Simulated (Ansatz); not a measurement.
**Nb: strong compression**

Aim: compress Nb (bcc type) step by step, far beyond the usual range, and follow pressure and electronic structure. The runs shown use LAPW, crystal datasets and norm-conserving. Companion runs by PAW are cited. Its runs: the reference run (LAPW); volume scaled by 1 (crystal datasets and norm-conserving); volume scaled by 0.9 (LAPW and norm-conserving); volume scaled by 0.8 (LAPW and crystal datasets); volume scaled by 0.7 (LAPW); volume scaled by 0.6 (LAPW and norm-conserving); volume scaled by 0.5 (LAPW and norm-conserving); volume scaled by 0.4 (LAPW, crystal datasets and norm-conserving).

Program: Ansatz 0.2.0. Level of theory: DFT PBE, with the methods named in each step. These are calculated values, not measurements.

### 1 The structure to begin with

Symmetry: Im-3m, No. 229, cubic system. The conventional cell has a = 3.309 Å, b = 3.309 Å, c = 3.309 Å, α = 90.00°, β = 90.00°, γ = 90.00°. Around Nb (site symmetry m-3m) lie 8 Nb at 2.87 Å.

Structure file:

```
Nb
1.0
    -1.65447    1.65447    1.65447
     1.65447   -1.65447    1.65447
     1.65447    1.65447   -1.65447
Nb
1
Direct
  0.00000 0.00000 0.00000
```

Whether this phase is the stable one at these pressures isn't tested.

### 2 The reference volume, LAPW

File input.yaml:

```yaml
crystal:
  lattice:
    - [-1.6544707496, 1.6544707496, 1.6544707496]
    - [1.6544707496, -1.6544707496, 1.6544707496]
    - [1.6544707496, 1.6544707496, -1.6544707496]
  atoms:
    - { symbol: Nb, position: [0.0, 0.0, 0.0] }
kpoints:
  mp_grid: { grid: [16, 16, 16] }
  band_path:
    path:
      - [0.0, 0.0, 0.0]
      - [0.5, -0.5, 0.5]
      - [0.0, 0.0, 0.5]
      - [0.0, 0.0, 0.0]
      - [0.25, 0.25, 0.25]
      - [0.5, -0.5, 0.5]
      - [0.25, 0.25, 0.25]
      - [0.0, 0.0, 0.5]
    npoints: 14
scf:
  occupations: { method: fermi_dirac, width: 0.05 }
hamiltonian:
  xc: pbe
  pseudopotentials: { kind: all_electron, lapw: { basis_error: 0.001 } }
output:
  forces: true
  stress: true
  eigenvalues: true
  populations: true
  dos: { projected: true, de: 0.2, e_range: [-14, 8] }
```

Started as:

```sh
$ ansatz run input.yaml --threads 1 --pin off --max-ram 2048MiB --backend cpu --events-out ev --progress --plain --runs-dir out
```

### 3 Volume scaled by 1, crystal datasets

File input.yaml:

```yaml
crystal:
  lattice:
    - [-1.6544707496, 1.6544707496, 1.6544707496]
    - [1.6544707496, -1.6544707496, 1.6544707496]
    - [1.6544707496, 1.6544707496, -1.6544707496]
  atoms:
    - { symbol: Nb, position: [0.0, 0.0, 0.0] }
kpoints:
  mp_grid: { grid: [16, 16, 16] }
scf:
  occupations: { method: fermi_dirac, width: 0.05 }
hamiltonian:
  xc: pbe
  pseudopotentials: { kind: all_electron, datasets: crystal }
output:
  forces: true
  stress: true
  eigenvalues: true
```

### 4 Volume scaled by 1, norm-conserving

input.yaml, as its differences from that of step 3:

```diff
@@ -13,3 +13,3 @@
   xc: pbe
-  pseudopotentials: { kind: all_electron, datasets: crystal }
+  pseudopotentials: { kind: nc }
 output:
```

### 5 Volume scaled by 0.9, LAPW

File input.yaml:

```yaml
crystal:
  lattice:
    - [-1.5973739459, 1.5973739459, 1.5973739459]
    - [1.5973739459, -1.5973739459, 1.5973739459]
    - [1.5973739459, 1.5973739459, -1.5973739459]
  atoms:
    - { symbol: Nb, position: [0.0, 0.0, 0.0] }
kpoints:
  mp_grid: { grid: [16, 16, 16] }
scf:
  occupations: { method: fermi_dirac, width: 0.05 }
hamiltonian:
  xc: pbe
  pseudopotentials: { kind: all_electron, lapw: { basis_error: 0.001 } }
output:
  forces: true
  stress: true
  eigenvalues: true
  populations: true
```

### 6 Volume scaled by 0.9, norm-conserving

input.yaml, as its differences from that of step 5:

```diff
@@ -13,3 +13,3 @@
   xc: pbe
-  pseudopotentials: { kind: all_electron, lapw: { basis_error: 0.001 } }
+  pseudopotentials: { kind: nc }
 output:
@@ -18,2 +18 @@
   eigenvalues: true
-  populations: true
```

### 7 Volume scaled by 0.8, LAPW

File input.yaml:

```yaml
crystal:
  lattice:
    - [-1.5358745914, 1.5358745914, 1.5358745914]
    - [1.5358745914, -1.5358745914, 1.5358745914]
    - [1.5358745914, 1.5358745914, -1.5358745914]
  atoms:
    - { symbol: Nb, position: [0.0, 0.0, 0.0] }
kpoints:
  mp_grid: { grid: [16, 16, 16] }
scf:
  occupations: { method: fermi_dirac, width: 0.05 }
hamiltonian:
  xc: pbe
  pseudopotentials: { kind: all_electron, lapw: { basis_error: 0.001 } }
output:
  forces: true
  stress: true
  eigenvalues: true
  populations: true
```

### 8 Volume scaled by 0.8, crystal datasets

input.yaml, as its differences from that of step 7:

```diff
@@ -13,3 +13,3 @@
   xc: pbe
-  pseudopotentials: { kind: all_electron, lapw: { basis_error: 0.001 } }
+  pseudopotentials: { kind: all_electron, datasets: crystal }
 output:
@@ -18,2 +18 @@
   eigenvalues: true
-  populations: true
```

### 9 Volume scaled by 0.7, LAPW

File input.yaml:

```yaml
crystal:
  lattice:
    - [-1.4690111994, 1.4690111994, 1.4690111994]
    - [1.4690111994, -1.4690111994, 1.4690111994]
    - [1.4690111994, 1.4690111994, -1.4690111994]
  atoms:
    - { symbol: Nb, position: [0.0, 0.0, 0.0] }
kpoints:
  mp_grid: { grid: [16, 16, 16] }
scf:
  occupations: { method: fermi_dirac, width: 0.05 }
hamiltonian:
  xc: pbe
  pseudopotentials: { kind: all_electron, lapw: { basis_error: 0.001 } }
output:
  forces: true
  stress: true
  eigenvalues: true
  populations: true
```

### 10 Volume scaled by 0.6, LAPW

input.yaml, as its differences from that of step 9:

```diff
@@ -2,5 +2,5 @@
   lattice:
-    - [-1.4690111994, 1.4690111994, 1.4690111994]
-    - [1.4690111994, -1.4690111994, 1.4690111994]
-    - [1.4690111994, 1.4690111994, -1.4690111994]
+    - [-1.395434674, 1.395434674, 1.395434674]
+    - [1.395434674, -1.395434674, 1.395434674]
+    - [1.395434674, 1.395434674, -1.395434674]
   atoms:
```

### 11 Volume scaled by 0.6, norm-conserving

input.yaml, as its differences from that of step 10:

```diff
@@ -13,3 +13,3 @@
   xc: pbe
-  pseudopotentials: { kind: all_electron, lapw: { basis_error: 0.001 } }
+  pseudopotentials: { kind: nc }
 output:
@@ -18,2 +18 @@
   eigenvalues: true
-  populations: true
```

### 12 Volume scaled by 0.5, LAPW

File input.yaml:

```yaml
crystal:
  lattice:
    - [-1.3131543042, 1.3131543042, 1.3131543042]
    - [1.3131543042, -1.3131543042, 1.3131543042]
    - [1.3131543042, 1.3131543042, -1.3131543042]
  atoms:
    - { symbol: Nb, position: [0.0, 0.0, 0.0] }
kpoints:
  mp_grid: { grid: [16, 16, 16] }
scf:
  occupations: { method: fermi_dirac, width: 0.05 }
hamiltonian:
  xc: pbe
  pseudopotentials: { kind: all_electron, lapw: { basis_error: 0.001 } }
output:
  forces: true
  stress: true
  eigenvalues: true
  populations: true
```

### 13 Volume scaled by 0.5, norm-conserving

input.yaml, as its differences from that of step 12:

```diff
@@ -13,3 +13,3 @@
   xc: pbe
-  pseudopotentials: { kind: all_electron, lapw: { basis_error: 0.001 } }
+  pseudopotentials: { kind: nc }
 output:
@@ -18,2 +18 @@
   eigenvalues: true
-  populations: true
```

### 14 Volume scaled by 0.4, LAPW

File input.yaml:

```yaml
crystal:
  lattice:
    - [-1.219024471, 1.219024471, 1.219024471]
    - [1.219024471, -1.219024471, 1.219024471]
    - [1.219024471, 1.219024471, -1.219024471]
  atoms:
    - { symbol: Nb, position: [0.0, 0.0, 0.0] }
kpoints:
  mp_grid: { grid: [16, 16, 16] }
  band_path:
    path:
      - [0.0, 0.0, 0.0]
      - [0.5, -0.5, 0.5]
      - [0.0, 0.0, 0.5]
      - [0.0, 0.0, 0.0]
      - [0.25, 0.25, 0.25]
      - [0.5, -0.5, 0.5]
      - [0.25, 0.25, 0.25]
      - [0.0, 0.0, 0.5]
    npoints: 8
scf:
  occupations: { method: fermi_dirac, width: 0.05 }
hamiltonian:
  xc: pbe
  pseudopotentials: { kind: all_electron, lapw: { basis_error: 0.001 } }
output:
  forces: true
  stress: true
  eigenvalues: true
  populations: true
  dos: { projected: true, de: 0.2, e_range: [-14, 8] }
```

### 15 Volume scaled by 0.4, crystal datasets

File input.yaml:

```yaml
crystal:
  lattice:
    - [-1.219024471, 1.219024471, 1.219024471]
    - [1.219024471, -1.219024471, 1.219024471]
    - [1.219024471, 1.219024471, -1.219024471]
  atoms:
    - { symbol: Nb, position: [0.0, 0.0, 0.0] }
kpoints:
  mp_grid: { grid: [16, 16, 16] }
scf:
  occupations: { method: fermi_dirac, width: 0.05 }
hamiltonian:
  xc: pbe
  pseudopotentials: { kind: all_electron, datasets: crystal }
output:
  forces: true
  stress: true
  eigenvalues: true
```

### 16 Volume scaled by 0.4, norm-conserving

input.yaml, as its differences from that of step 15:

```diff
@@ -13,3 +13,3 @@
   xc: pbe
-  pseudopotentials: { kind: all_electron, datasets: crystal }
+  pseudopotentials: { kind: nc }
 output:
```

(Steps that only read results are left out.)

Q: Predict the outcome of this session. Wanted: LAPW pressure at 0.4 of the volume; PAW pressure at 0.4 of the volume; crystal datasets pressure at 0.4 of the volume; norm-conserving pressure at 0.4 of the volume; fitted bulk modulus at zero pressure.

The runs gave:

| quantity | value |
| --- | --- |
| LAPW pressure at 0.4 of the volume | 874.0 GPa |
| PAW pressure at 0.4 of the volume | 872.2 GPa |
| PAW (cutoff 800 eV) pressure at 0.4 of the volume | 872.2 GPa |
| crystal datasets pressure at 0.4 of the volume | 874.0 GPa |
| norm-conserving pressure at 0.4 of the volume | 872.0 GPa |
| fitted bulk modulus at zero pressure (LAPW) | 162 GPa |
| its pressure derivative | 3.87 |

**Reading.** By LAPW the pressure climbs to 874 GPa at 0.4 of the first volume. A third-order Birch-Murnaghan curve fits the range only roughly (B₀ = 162 GPa, B′ = 3.87, misfit at most 3.18 GPa). A fit over so wide a range leans to the high pressures, so B₀ can be off by several per cent. Where LAPW's pressure is over 3 GPa, PAW's departs from it by at most 0.3 %, at 0.4 of the volume. The ions are at rest, and the electrons smeared by 0.05 eV.

At pressures up to 872 GPa the PAW spheres may overlap and frozen cores may not hold, so those PAW values are rough without an all-electron check.
